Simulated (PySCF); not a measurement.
# CH8N2Si: electronic excitations and core binding energies

What electronic excitations and core binding energies should CH8N2Si (`CN[SiH2]N`) show?

Programs: PySCF 2.14.0, with density-fitted response routines of our own. Each step states its level of theory. These are calculated values for one molecule in the gas phase, unless marked as measured. Atoms count from 0, in the outputs and in this text.

## 1. The molecule as given

12 atoms, charge 0, multiplicity 1; geometry from: GFN2-xTB.

Bonds of the start (Å): C0–N1 1.44, N1–Si2 1.72, Si2–N3 1.73, C0–H4 1.09, C0–H5 1.10, C0–H6 1.09, N1–H7 1.01, Si2–H8 1.47, Si2–H9 1.47, N3–H10 1.01, N3–H11 1.01.

## 2. Excited states and response: CAM-B3LYP/def2-SVPD

What the job is given:

```
{"job": {"kind": "uv", "xc": "CAM-B3LYP", "basis": "def2-SVPD", "nstates": 8, "ntriplets": 3}, "charge": 0, "multiplicity": 1}
C     -1.873369    -0.202666     0.429855
N     -0.488390    -0.541249     0.227341
Si     0.728631     0.645203    -0.025869
N      2.155469    -0.304797    -0.221204
H     -2.511885    -1.051523     0.174233
H     -2.093420     0.093947     1.462622
H     -2.128461     0.631316    -0.220190
H     -0.222146    -1.352702     0.765705
H      1.049840     1.553242     1.084816
H      0.260537     1.422128    -1.183585
H      3.015859     0.194166    -0.371754
H      2.108534    -1.087750    -0.853839
```

Level: TDDFT CAM-B3LYP/def2-SVPD, vertical, gas phase, core orbitals frozen in the response.

Launch:

```bash
$ OMP_NUM_THREADS=1 python probes_run.py task.json out
```

One launch serves the whole session: the jobs run in the order shown.

Output:

```text
coarse grid: 9800 points
cycle   1  E = -441.5874732552  dE =  2.494e-01  |g| = 4.812e-01  |ddm| = 4.177e+00
cycle   2  E = -441.5797043061  dE =  7.769e-03  |g| = 5.340e-01  |ddm| = 1.656e+00
cycle   3  E = -441.6405488871  dE = -6.084e-02  |g| = 3.326e-02  |ddm| = 7.202e-01
cycle   4  E = -441.6408254516  dE = -2.766e-04  |g| = 9.586e-03  |ddm| = 8.819e-02
cycle   5  E = -441.6408454205  dE = -1.997e-05  |g| = 4.282e-03  |ddm| = 2.725e-02
cycle   6  E = -441.6408495100  dE = -4.089e-06  |g| = 8.188e-04  |ddm| = 8.549e-03
final grid: 88096 points
cycle   7  E = -441.6959187119  dE = -1.656e-05  |g| = 3.400e-03  |ddm| = 3.841e-02
cycle   8  E = -441.6959184245  dE =  2.874e-07  |g| = 3.712e-03  |ddm| = 8.302e-03
cycle   9  E = -441.6959213762  dE = -2.952e-06  |g| = 2.485e-04  |ddm| = 4.521e-03
cycle  10  E = -441.6959213893  dE = -1.312e-08  |g| = 1.199e-04  |ddm| = 4.346e-04
cycle  11  E = -441.6959213930  dE = -3.650e-09  |g| = 1.460e-05  |ddm| = 2.088e-04
cycle  12  E = -441.6959213930  dE = -7.469e-11  |g| = 5.507e-06  |ddm| = 3.307e-05
converged SCF energy = -441.6959213930

Static polarisability (au): isotropic 55.955, principal 50.241 53.637 63.987

Singlet excitations
state   eV       nm        f      main configurations
  1   6.1037    203.1   0.00429   H->L+1 0.72, H->L 0.19
  2   6.5597    189.0   0.01011   H->L 0.68, H->L+1 0.16
  3   6.6049    187.7   0.02368   H-1->L 0.90
  4   7.3673    168.3   0.01631   H-1->L+1 0.30, H->L+3 0.24, H->L+4 0.14
  5   7.3916    167.7   0.03407   H->L+2 0.60, H-1->L+1 0.13
  6   7.5218    164.8   0.02391   H->L+3 0.40, H-1->L+1 0.25, H->L+4 0.09
  7   7.8593    157.8   0.00362   H->L+4 0.60, H->L+3 0.21
  8   8.1109    152.9   0.01449   H-1->L+2 0.62, H-1->L+1 0.09

Triplet excitations (Tamm-Dancoff, eV): 5.8571 6.2435 6.3478
```

Run time: 27 s. Hardware: 1 thread of Arm Neoverse N1, shared host; peak memory 0.62 GiB.

Frontier orbitals and where they lie:

```
orbital      eV                        atoms
 HOMO−3  -11.42   N1 24 %, C0 20 %, Si2 16 %
 HOMO−2  -11.13   Si2 30 %, H8 15 %, N3 14 %
 HOMO−1   -8.85    N3 61 %, Si2 14 %, H9 9 %
   HOMO   -8.10   N1 57 %, C0 12 %, Si2 10 %
   LUMO    1.27  Si2 29 %, H10 15 %, N3 13 %
 LUMO+1    1.42    Si2 27 %, C0 25 %, H7 8 %
 LUMO+2    2.27   Si2 25 %, H9 13 %, H8 12 %
```

With each of the 8 states as a Gaussian band of 0.4 eV half-width at 1/e, the curve within the window shown has maxima at 187 nm (ε 1,500), 166 nm (ε 3,000) L/(mol cm). Beyond the last state computed it falls off for lack of states. The curve at chosen wavelengths:

| nm | ε (L/mol/cm) |
| --- | --- |
| 147 | 366 |
| 150 | 642 |
| 153 | 925 |
| 156 | 1288 |
| 159 | 1851 |
| 162 | 2523 |
| 165 | 2977 |
| 169 | 2819 |
| 172 | 2264 |
| 175 | 1699 |
| 178 | 1371 |
| 181 | 1312 |
| 184 | 1393 |
| 187 | 1450 |
| 190 | 1392 |
| 193 | 1216 |
| 196 | 975 |
| 199 | 733 |
| 202 | 527 |
| 206 | 327 |
| 209 | 224 |
| 212 | 151 |
| 215 | 99 |
| 218 | 63 |
| 221 | 39 |
| 224 | 23 |

Further results of this job:

```
           property  computed
  dipole moment (D)      0.50
polarisability (Å³)      8.29
 HOMO–LUMO gap (eV)      9.37
      −ε(HOMO) (eV)      8.10
```

## 3. X-ray photoelectron lines: SCAN, X2C

Same as in step 2 but for these lines:

```diff
@@ -1,2 +1,2 @@
-{"job": {"kind": "uv", "xc": "CAM-B3LYP", "basis": "def2-SVPD", "nstates": 8, "ntriplets": 3}, "charge": 0, "multiplicity": 1}
+{"job": {"kind": "xps"}, "charge": 0, "multiplicity": 1}
 C     -1.873369    -0.202666     0.429855
```

Level: delta-SCF UKS SCAN, pcX-2 on the ionised atom, pcseg-1 elsewhere, spin-free X2C.

Output:

```text
ground state, core basis on atom 0 (C), 131 functions
  cycle   1  E = -442.38378123  |g| = 6.28e-01
  cycle   2  E = -442.24993677  |g| = 9.62e-01
  cycle   3  E = -442.47070253  |g| = 7.31e-02
  cycle   4  E = -442.47195632  |g| = 3.20e-02
  cycle   5  E = -442.47216919  |g| = 9.67e-03
  cycle   6  E = -442.47219041  |g| = 3.25e-03
  cycle   7  E = -442.47219227  |g| = 1.51e-03
  cycle   8  E = -442.47219234  |g| = 3.21e-04
  E(ground) = -442.51209645 Eh
hole in C 1s of atom 0
  cycle   1  E = -431.21196740  |g| = 1.50e+00
  cycle   2  E = -428.87246127  |g| = 2.40e+00
  cycle   3  E = -431.44305954  |g| = 8.12e-01
  cycle   4  E = -431.71618191  |g| = 3.28e-01
  cycle   5  E = -431.75728222  |g| = 1.02e-01
  cycle   6  E = -431.76099152  |g| = 3.05e-02
  cycle   7  E = -431.76138348  |g| = 1.24e-02
  cycle   8  E = -431.76146039  |g| = 4.14e-03
  cycle   9  E = -431.76147277  |g| = 1.63e-03
  cycle  10  E = -431.76147634  |g| = 5.40e-04
  cycle  11  E = -431.76147810  |g| = 1.38e-04
  E(ion) = -431.80033721 Eh   <S^2> = 0.7700   hole on atom = 1.000   binding energy = 291.482 eV
ground state, core basis on atom 1 (N), 131 functions
  cycle   1  E = -442.48721229  |g| = 7.52e-02
  cycle   2  E = -442.48714138  |g| = 3.06e-02
  cycle   3  E = -442.48712289  |g| = 3.23e-02
  cycle   4  E = -442.48733182  |g| = 4.48e-03
  cycle   5  E = -442.48733833  |g| = 6.33e-04
  cycle   6  E = -442.48733851  |g| = 1.34e-04
  E(ground) = -442.52571144 Eh
hole in N 1s of atom 1
  cycle   1  E = -426.92973607  |g| = 1.86e+00
  cycle   2  E = -426.24212600  |g| = 2.10e+00
  cycle   3  E = -427.57439705  |g| = 4.06e-01
  cycle   4  E = -427.61556713  |g| = 1.93e-01
  cycle   5  E = -427.63116753  |g| = 6.49e-02
  cycle   6  E = -427.63304109  |g| = 7.91e-03
  cycle   7  E = -427.63306879  |g| = 4.03e-03
  cycle   8  E = -427.63307672  |g| = 1.18e-03
  cycle   9  E = -427.63307723  |g| = 3.74e-04
  E(ion) = -427.67078159 Eh   <S^2> = 0.7649   hole on atom = 1.000   binding energy = 404.223 eV
ground state, core basis on atom 2 (Si), 142 functions
  cycle   1  E = -442.57470723  |g| = 2.89e-01
  cycle   2  E = -442.57476410  |g| = 5.00e-02
  cycle   3  E = -442.57474021  |g| = 4.18e-02
  cycle   4  E = -442.57503664  |g| = 1.14e-02
  cycle   5  E = -442.57506264  |g| = 1.44e-03
  cycle   6  E = -442.57506402  |g| = 2.27e-04
  E(ground) = -442.57398719 Eh
hole in Si 1s of atom 2
  cycle   1  E = -373.65813889  |g| = 4.35e+00
  cycle   2  E = -373.82197043  |g| = 2.12e+00
  cycle   3  E = -374.37897925  |g| = 7.83e-01
  cycle   4  E = -374.65312755  |g| = 3.32e-01
  cycle   5  E = -374.69935807  |g| = 1.10e-01
  cycle   6  E = -374.70499072  |g| = 2.61e-02
  cycle   7  E = -374.70514983  |g| = 1.71e-02
  cycle   8  E = -374.70527379  |g| = 5.07e-03
  cycle   9  E = -374.70528518  |g| = 1.67e-03
  cycle  10  E = -374.70528696  |g| = 2.08e-04
  E(ion) = -374.71216264 Eh   <S^2> = 0.7520   hole on atom = 1.000   binding energy = 1846.614 eV
hole in Si 2p of atom 2
  cycle   1  E = -438.31879271  |g| = 1.24e+00
  cycle   2  E = -438.21534855  |g| = 1.09e+00
  cycle   3  E = -438.58254857  |g| = 3.17e-01
  cycle   4  E = -438.62795600  |g| = 1.19e-01
  cycle   5  E = -438.63376840  |g| = 3.82e-02
  cycle   6  E = -438.63445870  |g| = 9.57e-03
  cycle   7  E = -438.63448649  |g| = 5.69e-03
  cycle   8  E = -438.63450002  |g| = 1.47e-03
  cycle   9  E = -438.63450008  |g| = 2.94e-04
  E(ion) = -438.64518004 Eh   <S^2> = 0.7518   hole on atom = 1.003   binding energy = 106.908 eV
  2p3/2 = 106.677 eV   2p1/2 = 107.301 eV
ground state, core basis on atom 3 (N), 131 functions
  cycle   1  E = -442.48697980  |g| = 7.80e-02
  cycle   2  E = -442.48691077  |g| = 3.55e-02
  cycle   3  E = -442.48695137  |g| = 3.41e-02
  cycle   4  E = -442.48719338  |g| = 4.80e-03
  cycle   5  E = -442.48720039  |g| = 5.57e-04
  cycle   6  E = -442.48719947  |g| = 2.53e-04
  E(ground) = -442.52553643 Eh
hole in N 1s of atom 3
  cycle   1  E = -426.92978579  |g| = 1.85e+00
  cycle   2  E = -425.67780311  |g| = 2.25e+00
  cycle   3  E = -427.43982125  |g| = 6.35e-01
  cycle   4  E = -427.54112954  |g| = 4.17e-01
  cycle   5  E = -427.61966580  |g| = 9.12e-02
  cycle   6  E = -427.62304104  |g| = 2.06e-02
  cycle   7  E = -427.62323411  |g| = 7.34e-03
  cycle   8  E = -427.62326362  |g| = 2.09e-03
  cycle   9  E = -427.62326590  |g| = 7.76e-04
  cycle  10  E = -427.62326769  |g| = 1.90e-04
  E(ion) = -427.66053027 Eh   <S^2> = 0.7639   hole on atom = 1.000   binding energy = 404.497 eV
```

It took 60 s on 1 thread of Arm Neoverse N1, shared host; peak memory 0.47 GiB.

Binding energies by hole, beside the orbital energy of the ground state; the difference holds orbital relaxation and, for a density functional, its self-interaction error:

```
       hole  stands for                  environment  ΔSCF (eV; 2p as the shell's mean)  −ε (eV)   ⟨S²⟩
  C1s on C0          C0    methyl carbon bonded to N                             291.48    274.1  0.770
  N1s on N1          N1  nitrogen bonded to C, Si, H                             404.22    385.2  0.765
Si1s on Si2         Si2   silicon bonded to 2 N, 2 H                            1846.61   1793.1  0.752
Si2p on Si2         Si2   silicon bonded to 2 N, 2 H                             106.89     95.9  0.752
  N1s on N3          N3   nitrogen bonded to Si, 2 H                             404.50    385.2  0.764
```

With the spin-orbit splitting: Si2 2p3/2 106.68, 2p1/2 107.30 eV. The table gives each 2p level as the mean over the whole 2p shell (two parts 2p3/2, one part 2p1/2), which differs a little from the single hole in the log.

## 4. Summary of results

| quantity | value |
| --- | --- |
| lowest singlet (CAM-B3LYP/def2-SVPD) | 6.10 eV (203 nm), f = 0.004 |
| brightest single state of those computed | state 5, 7.39 eV, f = 0.034 |
| lowest triplet | 5.86 eV |
| N1s binding energies, SCAN/pcX-2 | N3 404.50, N1 404.22 eV |
| C1s binding energies, SCAN/pcX-2 | C0 291.48 eV |
| Si1s binding energies, SCAN/pcX-2 | Si2 1846.61 eV |
| Si2p binding energies, SCAN/pcX-2 | Si2 106.89 eV |

In words: The first singlet state (HOMO→LUMO+1 0.72, HOMO→LUMO 0.19) lies at 6.10 eV and is weak; of the 8 states computed, the strongest absorption comes from states 4 to 5 together at 7.39 eV. The lowest triplet lies 0.25 eV below the lowest singlet (triplets in Tamm-Dancoff, singlets in full TDDFT). The N1s levels kept as sound span 0.27 eV, from N1 (nitrogen bonded to C, Si, H) up to N3 (nitrogen bonded to Si, 2 H).
